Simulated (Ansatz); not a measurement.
Crystal: LaSiPt.

```xyz
6
Lattice="-2.1349 2.1349 7.3056 2.1349 -2.1349 7.3056 2.1349 2.1349 -7.3056" Properties=species:S:1:pos:R:3 pbc="T T T"
Pt    2.1349    0.0000    6.0989
Pt    0.0000    0.0000    9.7517
La    0.0000    2.1349    4.8212
La    0.0000    0.0000    1.1684
Si    2.1349    0.0000    3.6474
Si    0.0000    0.0000    7.3002
```

The cell is a database's computed one.

* Program: Ansatz 0.2.0
* Task: single point
* Functional: PBEsol
* Potentials or basis: Ansatz PAW
* Cutoff: 420 eV (not typed: the program's choice for these potentials)
* k mesh: 9 × 9 × 9
* Occupations: fermi-dirac, width 0.05 eV
* Spin: no spin polarisation

On this cell: pressure -3.1 GPa; largest force 0.037 eV/Å; band gap on the k mesh none (metal or under the smearing width).

The same run follows on a disturbed copy (atoms moved at random, drawn with an rms of 0.05 Å):

```
Pt La Si
1.0
    -2.13486    2.13486    7.30564
     2.13486   -2.13486    7.30564
     2.13486    2.13486   -7.30564
Pt La Si
2 2 2
Direct
  0.40979 0.90657 0.49020
  0.67014 0.66736 0.99957
  0.83008 0.31672 0.49146
  0.08817 0.08389 0.01220
  0.25155 0.74638 0.50111
  0.50215 0.49380 0.99371
```

Question: What changes?

Answer: The energy (extrapolated to zero smearing) moves by +5.9 meV/atom; pressure -3.0 GPa; largest force 0.533 eV/Å; band gap on the k mesh none (metal or under the smearing width).

Forces in eV/Å, atoms in the order of the input:
```
Pt  -0.017  0.114  0.520
Pt  -0.069  0.075 -0.167
La   0.146 -0.004  0.236
La  -0.184 -0.129 -0.200
Si  -0.053 -0.106 -0.063
Si   0.177  0.050 -0.327
```

Stress tensor (GPa, compression positive):
```
-3.34  0.02  0.08
 0.02 -2.52 -0.11
 0.08 -0.11 -3.00
```

Caveats: the PAW data sets come from PBE, with cores solved anew for the run's functional, which leaves a small shift of forces and pressure.
